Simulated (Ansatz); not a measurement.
Born–Oppenheimer molecular dynamics of a periodic cell of 36 atoms, Mg (start crystal Mg, start structure hcp, volume 1.15 times the crystal's). It goes on from the last frame of an earlier run, with new velocities.

Computed with Ansatz, DFT PBEsol, scalar-relativistic, plane waves, PAW. Settings: accuracy low, cutoff 150 eV, k mesh 1x1x1, fermi-dirac smearing 0.16 eV, no spin polarisation.

| Item | Value |
| --- | --- |
| ensemble | NVT, Langevin thermostat |
| time step | 2 fs |
| steps asked | 200 |
| set temperature | 1080 K |
| friction | 0.02 /fs |
| seed | 362262 |

Frames 40 fs apart, positions in Å, forces in eV/Å.

Velocities at 40.0 fs (Å/ps):

```
Mg 7.29 -1.82 11.85
Mg -3.64 -10.77 -2.35
Mg -14.03 -4.98 -16.94
Mg 2.60 -0.72 -4.20
Mg -6.83 -5.36 -3.69
Mg -4.81 -8.57 -11.18
Mg 3.46 5.53 -5.36
Mg -9.80 -8.64 4.90
Mg 4.15 4.00 13.00
Mg -3.29 -1.80 -7.86
Mg 0.28 -9.86 -2.83
Mg 2.48 -5.86 -3.46
Mg 7.46 -5.75 -11.79
Mg 1.63 1.70 3.80
Mg 1.93 0.64 -2.68
Mg -5.32 0.99 -9.94
Mg -15.58 -5.82 -3.43
Mg 3.22 6.38 -10.91
Mg -0.73 -8.14 8.64
Mg -2.85 6.64 13.69
Mg 5.58 3.40 -0.95
Mg -0.89 -3.11 1.67
Mg 9.10 2.00 2.27
Mg -4.76 4.43 8.18
Mg 12.17 -1.11 4.71
Mg 11.67 3.45 6.05
Mg -5.93 6.11 -2.69
Mg 3.36 -0.01 -7.46
Mg -2.43 -1.92 2.63
Mg -5.78 -6.46 4.07
Mg 9.04 1.73 -4.94
Mg 10.30 1.15 5.01
Mg 2.68 7.42 -13.12
Mg 4.84 -3.64 5.80
Mg 11.59 15.53 -1.94
Mg 6.38 4.23 -1.24
```

```xyz
36
Lattice="10.0892 0.0000 0.0000 -5.0446 8.7375 0.0000 0.0000 0.0000 10.9233" Properties=species:S:1:pos:R:3:forces:R:3 time_fs=40.0 energy_less_start_eV=-3.723 T=1342
Mg 0.359 -0.855 -1.759 0.47 -0.03 0.27
Mg 0.086 1.417 0.859 0.12 -0.35 0.30
Mg 0.191 -3.239 7.442 1.61 -0.89 0.56
Mg -2.210 0.699 8.317 -0.24 0.14 0.27
Mg -2.098 3.065 0.407 0.00 -0.25 -0.09
Mg -0.719 4.446 2.646 -0.19 -0.30 0.37
Mg -0.223 2.302 5.596 -0.62 0.59 1.23
Mg -1.741 6.850 6.728 -0.64 -0.20 -0.31
Mg -1.990 5.664 -1.160 0.01 0.02 -0.35
Mg -2.681 7.120 1.136 -0.66 -0.02 0.41
Mg -2.428 8.145 3.796 0.76 -1.01 0.05
Mg -2.427 9.400 7.648 1.04 0.36 0.63
Mg 2.884 0.962 -0.568 -0.06 -1.05 0.69
Mg 4.175 3.639 4.350 -0.15 0.01 -0.27
Mg 0.679 -0.282 6.156 -1.18 0.30 -0.42
Mg 3.110 3.375 9.511 -0.36 1.36 -0.51
Mg 0.477 2.055 -2.193 -0.41 0.13 -0.25
Mg 0.817 4.144 0.020 0.04 -0.22 -0.28
Mg 1.249 1.708 3.508 0.05 0.68 -1.27
Mg 0.341 4.517 7.218 0.45 0.10 0.60
Mg 0.014 6.964 0.805 -0.35 -0.33 0.38
Mg -0.618 9.644 2.254 -0.14 0.10 0.46
Mg 1.509 5.209 4.540 0.34 0.18 -0.22
Mg 0.377 7.810 8.178 -0.02 -0.15 0.69
Mg 7.344 -0.451 0.626 0.99 0.87 -0.61
Mg 8.495 1.065 3.173 0.04 0.23 -0.54
Mg 4.548 0.648 5.719 0.37 -0.03 -1.19
Mg 4.967 2.068 8.013 0.58 0.27 0.29
Mg 6.358 4.274 2.522 -0.17 -0.18 0.17
Mg 5.345 6.233 4.728 -1.60 0.54 -0.45
Mg 6.645 4.097 5.399 1.49 -1.29 0.71
Mg 5.633 4.859 10.831 -0.61 0.14 -0.86
Mg 3.079 3.505 1.533 -0.08 -1.26 -0.45
Mg 3.676 5.973 2.156 0.23 0.87 0.18
Mg 3.000 6.581 7.069 -0.89 0.34 -0.42
Mg 3.090 6.070 9.861 -0.20 0.35 0.21
36
Lattice="10.0892 0.0000 0.0000 -5.0446 8.7375 0.0000 0.0000 0.0000 10.9233" Properties=species:S:1:pos:R:3:forces:R:3 time_fs=80.0 energy_less_start_eV=-4.240 T=1230
Mg 0.390 -0.947 -1.386 0.51 -0.34 -0.64
Mg 0.049 1.040 0.874 0.31 0.61 -0.03
Mg 0.121 -3.930 7.224 -0.34 -0.03 0.17
Mg -2.129 0.671 8.187 -0.84 0.84 0.78
Mg -2.290 2.757 0.378 0.24 -0.54 -0.94
Mg -1.139 4.165 2.356 0.74 0.70 0.40
Mg -0.157 2.615 5.918 0.28 -0.10 -0.13
Mg -2.123 6.500 6.975 0.00 0.42 -0.29
Mg -1.983 5.753 -0.971 0.18 0.15 0.00
Mg -2.677 7.528 1.051 0.11 -0.02 0.21
Mg -2.458 7.840 3.905 0.96 -0.40 -0.76
Mg -2.185 9.255 7.429 0.02 0.60 0.50
Mg 3.244 0.840 -0.726 -0.24 -0.11 0.49
Mg 4.164 3.654 4.383 -0.54 -0.54 -0.13
Mg 0.863 -0.308 5.780 -0.98 1.29 1.36
Mg 2.938 3.470 9.093 -0.19 -0.07 -0.50
Mg 0.030 1.980 -2.215 1.68 1.10 -0.22
Mg 0.640 4.109 -0.270 -0.27 -0.18 0.30
Mg 1.469 1.632 3.266 0.19 0.33 -0.03
Mg 0.259 5.044 7.758 0.40 -0.18 -0.13
Mg 0.078 7.143 0.859 0.16 -0.49 -0.06
Mg -0.533 9.454 2.295 -0.17 0.27 0.11
Mg 1.913 5.249 4.508 -0.40 0.10 0.09
Mg 0.204 7.926 8.620 -0.32 -0.21 -0.09
Mg 7.827 -0.558 0.951 -0.68 1.67 -0.72
Mg 8.767 1.264 3.356 -0.35 0.16 -0.07
Mg 4.430 0.850 5.158 -0.17 -0.63 0.01
Mg 5.112 2.064 7.855 -0.24 0.16 0.24
Mg 6.192 4.046 2.617 -0.20 0.03 -0.78
Mg 5.066 6.196 4.654 -0.07 -0.47 0.05
Mg 7.146 3.897 5.487 0.03 -0.19 -0.17
Mg 5.537 4.925 10.778 1.07 -0.36 0.81
Mg 3.161 3.571 1.194 0.48 -0.36 0.63
Mg 3.745 6.144 2.259 0.80 -1.52 0.04
Mg 3.243 7.215 6.941 -0.38 -1.87 -0.39
Mg 3.315 6.090 10.035 -1.80 0.18 -0.11
36
Lattice="10.0892 0.0000 0.0000 -5.0446 8.7375 0.0000 0.0000 0.0000 10.9233" Properties=species:S:1:pos:R:3:forces:R:3 time_fs=120.0 energy_less_start_eV=-4.178 T=1123
Mg 0.366 -1.179 -1.488 0.26 0.71 -0.25
Mg 0.145 1.177 0.768 0.27 0.55 -0.24
Mg 0.227 -4.185 6.937 0.03 1.66 0.05
Mg -2.296 0.797 8.240 0.60 -0.10 -0.08
Mg -2.291 2.739 0.281 0.17 0.27 -0.20
Mg -1.146 4.223 2.419 0.50 0.22 -0.39
Mg 0.057 2.760 5.931 1.63 0.42 0.14
Mg -2.374 6.595 6.904 0.11 -0.62 -0.38
Mg -2.029 6.002 -0.896 0.63 -0.10 -0.12
Mg -2.835 7.757 1.152 0.12 0.01 -0.18
Mg -2.304 7.337 4.054 -0.12 -0.16 -0.41
Mg -2.076 9.195 7.220 -1.11 1.39 1.46
Mg 3.578 0.671 -0.777 -1.71 1.09 0.56
Mg 4.079 3.303 4.368 -0.14 1.36 -0.47
Mg 0.635 0.125 5.769 -0.13 -0.89 0.24
Mg 2.908 3.474 8.770 0.40 -0.24 0.37
Mg 0.391 2.005 -2.241 0.35 -0.40 -0.57
Mg 0.426 4.199 -0.547 -0.56 -0.79 1.57
Mg 1.645 1.802 3.230 0.21 -0.34 0.45
Mg 0.534 5.406 7.960 -0.21 -0.57 -1.05
Mg 0.018 7.075 0.813 -0.05 -0.72 -0.35
Mg -0.375 9.413 2.195 -0.53 0.33 0.28
Mg 1.929 5.095 4.475 -0.37 0.19 0.28
Mg 0.075 7.899 8.890 1.24 -0.42 -0.87
Mg 7.753 -0.236 0.835 -0.01 0.42 0.52
Mg 8.707 1.334 3.567 -0.45 -0.52 -0.30
Mg 4.104 0.786 4.900 1.43 -0.76 0.32
Mg 5.494 2.104 7.617 -0.42 -1.61 0.42
Mg 5.988 4.080 2.545 0.23 -0.40 0.31
Mg 5.150 6.308 4.615 0.24 -0.07 0.75
Mg 7.591 3.352 5.819 -1.42 0.68 -0.12
Mg 5.716 4.894 10.902 -0.65 0.10 -0.93
Mg 3.094 3.505 1.100 0.40 -0.55 -0.39
Mg 3.816 5.834 2.319 -0.29 0.52 -0.49
Mg 3.194 6.782 6.928 -0.23 -0.25 0.49
Mg 2.814 6.209 10.231 -0.42 -0.40 -0.41
36
Lattice="10.0892 0.0000 0.0000 -5.0446 8.7375 0.0000 0.0000 0.0000 10.9233" Properties=species:S:1:pos:R:3:forces:R:3 time_fs=160.0 energy_less_start_eV=-4.855 T=1003
Mg 0.551 -1.117 -1.681 0.10 0.37 -0.40
Mg 0.382 1.058 0.640 -0.36 0.14 0.36
Mg 0.262 -4.073 6.761 -0.32 -0.22 0.29
Mg -2.148 0.829 8.122 0.01 -0.53 -0.15
Mg -2.442 3.044 0.130 0.44 -0.50 -0.21
Mg -0.994 4.442 2.478 0.05 0.07 0.39
Mg 0.227 2.850 5.727 -0.59 -0.15 0.51
Mg -2.292 6.653 6.559 0.44 -0.04 0.09
Mg -2.184 6.035 -0.796 0.61 -0.11 -0.07
Mg -2.930 7.751 1.343 -0.26 -0.14 -1.15
Mg -2.234 7.288 3.849 0.57 -0.24 0.89
Mg -2.372 9.320 7.256 0.52 0.18 0.16
Mg 3.500 0.941 -0.809 -0.46 -0.10 0.11
Mg 4.071 3.300 4.119 -1.20 -0.37 1.14
Mg 0.348 -0.084 5.941 -0.44 0.41 0.20
Mg 2.927 3.372 8.917 0.73 0.65 -0.18
Mg 0.630 2.063 -2.458 -0.51 -0.75 -0.21
Mg 0.236 3.887 -0.383 0.33 0.25 0.14
Mg 1.866 1.537 3.525 -0.31 -0.19 -0.46
Mg 1.027 5.106 7.902 -0.88 -0.20 -0.21
Mg 0.047 6.464 0.792 -0.45 0.88 0.32
Mg -0.577 9.488 2.135 0.09 -0.42 0.40
Mg 1.837 5.107 4.517 0.07 0.51 -0.32
Mg 0.230 7.777 8.585 -0.24 -0.29 0.03
Mg 7.386 -0.121 1.245 0.00 0.46 -0.20
Mg 8.741 1.224 3.468 0.32 0.22 -0.30
Mg 4.431 0.504 4.993 0.18 -0.26 0.17
Mg 5.488 1.901 7.257 -1.14 -0.49 0.56
Mg 5.915 3.952 2.552 1.08 0.70 -0.91
Mg 4.929 6.329 4.534 0.07 -0.39 0.22
Mg 7.432 3.000 5.863 1.09 0.82 -0.83
Mg 5.517 4.841 10.829 -0.42 -0.16 0.00
Mg 3.140 3.208 1.087 -0.12 -0.15 -0.01
Mg 3.882 6.022 2.046 -0.24 -0.30 -0.36
Mg 3.143 6.472 7.045 0.71 0.85 0.10
Mg 2.288 6.306 10.124 0.53 -0.50 -0.11
36
Lattice="10.0892 0.0000 0.0000 -5.0446 8.7375 0.0000 0.0000 0.0000 10.9233" Properties=species:S:1:pos:R:3:forces:R:3 time_fs=200.0 energy_less_start_eV=-4.254 T=861
Mg 0.610 -1.021 -1.819 -0.20 -0.22 -0.05
Mg 0.076 0.886 0.714 -0.26 -0.09 -0.15
Mg 0.302 -4.241 6.861 -0.22 -0.37 0.17
Mg -1.924 0.732 8.054 -1.03 -0.67 -0.12
Mg -2.549 2.976 -0.023 0.61 -0.41 -1.00
Mg -0.717 4.571 2.480 -0.48 -1.04 0.76
Mg -0.015 2.963 5.496 1.41 -0.01 -0.13
Mg -2.162 6.630 6.580 0.23 -0.20 -0.39
Mg -2.227 6.112 -1.117 0.35 -0.41 -1.10
Mg -3.021 7.404 1.093 0.54 0.87 0.67
Mg -2.010 7.237 3.790 -0.23 -0.70 -0.21
Mg -2.273 9.598 7.327 -0.96 0.10 -0.70
Mg 3.362 0.988 -0.944 0.31 -0.52 0.93
Mg 3.721 3.118 4.313 0.53 0.23 0.47
Mg 0.217 -0.245 6.154 0.01 0.13 -0.83
Mg 3.138 3.596 8.973 -0.25 -0.13 -0.19
Mg 0.368 2.022 -2.571 1.26 0.33 0.27
Mg 0.207 3.614 -0.352 1.00 0.57 -0.04
Mg 1.745 1.260 3.607 0.31 0.32 -0.20
Mg 1.043 4.818 7.527 -0.29 0.02 0.07
Mg 0.162 6.419 0.764 -0.43 0.88 -0.04
Mg -0.823 9.559 2.247 -0.56 -0.05 -0.35
Mg 1.757 5.007 4.486 -0.22 0.57 -0.13
Mg 0.367 7.546 8.325 0.20 -0.04 0.16
Mg 7.122 -0.087 1.580 -0.46 0.69 -0.79
Mg 8.736 0.996 3.472 -0.16 -0.04 0.67
Mg 4.742 0.228 5.039 0.08 -0.14 0.24
Mg 5.284 1.699 7.408 0.44 0.68 0.20
Mg 6.582 4.048 2.236 -0.46 0.29 1.32
Mg 4.705 6.310 4.377 0.24 -0.06 0.71
Mg 7.434 3.031 5.760 -1.13 -0.42 0.01
Mg 5.421 4.897 10.814 -0.34 0.57 -0.52
Mg 3.205 3.169 1.143 -0.50 0.39 0.40
Mg 3.491 6.389 1.951 0.26 -1.28 -0.08
Mg 3.367 6.457 6.987 -0.26 0.34 0.04
Mg 2.319 6.129 10.026 0.65 -0.19 -0.09
36
Lattice="10.0892 0.0000 0.0000 -5.0446 8.7375 0.0000 0.0000 0.0000 10.9233" Properties=species:S:1:pos:R:3:forces:R:3 time_fs=240.0 energy_less_start_eV=-4.554 T=861
Mg 0.617 -0.919 -2.050 0.37 -0.16 0.20
Mg -0.277 0.682 0.601 0.08 0.02 -0.89
Mg 0.210 -4.422 6.915 -0.59 0.80 0.28
Mg -1.873 0.611 7.863 -1.08 -0.22 -0.04
Mg -2.362 2.538 -0.237 -0.24 0.01 -0.10
Mg -0.719 4.625 2.761 0.11 -0.41 -0.77
Mg 0.122 2.900 5.272 0.08 -0.50 0.77
Mg -2.264 6.554 6.689 0.05 0.27 0.39
Mg -2.156 6.161 -1.321 0.25 0.02 -0.30
Mg -2.923 7.555 1.122 -0.20 0.13 -0.09
Mg -2.001 7.256 3.797 -0.30 0.21 -0.21
Mg -2.347 9.539 7.096 0.20 0.19 -0.40
Mg 3.323 0.812 -1.142 -0.25 -0.69 1.18
Mg 3.782 3.039 4.449 0.14 0.38 -0.31
Mg 0.195 -0.227 6.212 0.50 0.51 -0.30
Mg 3.441 3.729 8.898 -0.44 -0.44 -0.24
Mg 0.294 2.095 -2.452 0.07 -0.10 -1.16
Mg 0.585 3.711 -0.390 -0.10 0.75 0.76
Mg 1.766 1.141 3.439 -1.44 -0.35 0.55
Mg 0.995 4.922 7.055 0.38 -1.02 0.32
Mg 0.038 6.623 0.769 -0.60 -0.31 0.18
Mg -1.033 9.510 2.258 1.40 -1.16 -0.65
Mg 1.783 5.299 4.431 0.35 0.03 -0.23
Mg 0.619 7.300 8.256 -0.43 0.81 -0.09
Mg 6.866 -0.201 1.362 0.66 0.83 -0.04
Mg 8.628 0.766 3.557 0.03 0.15 0.75
Mg 5.144 -0.268 5.171 -0.29 0.10 0.59
Mg 5.388 1.691 7.726 0.48 -0.24 -0.25
Mg 6.492 4.109 2.312 -0.02 0.39 -0.08
Mg 4.795 6.192 4.487 0.33 -0.12 -0.41
Mg 7.182 2.871 5.747 0.61 -0.71 -0.19
Mg 5.431 5.242 10.498 -0.38 -0.16 0.18
Mg 3.100 3.436 1.155 0.14 0.24 -0.24
Mg 3.327 6.277 2.056 0.47 0.02 0.04
Mg 3.453 6.485 6.878 -0.58 -0.26 0.72
Mg 2.493 5.992 9.963 0.22 0.99 0.10
```

Of the whole run (400 fs, mean temperature of the second half 945 K): The mean temperature of the second half is 13 % below the set value. A run of 0.4 ps of so small a system gives no equilibrium averages. The plane-wave cutoff is below what these datasets need, so energies and pressures aren't converged. Limits of this set-up: coarse k mesh, low accuracy level.

The run took 3.6 min on 4 threads of Arm Neoverse V2, on a shared host, peak memory 0.41 GiB.
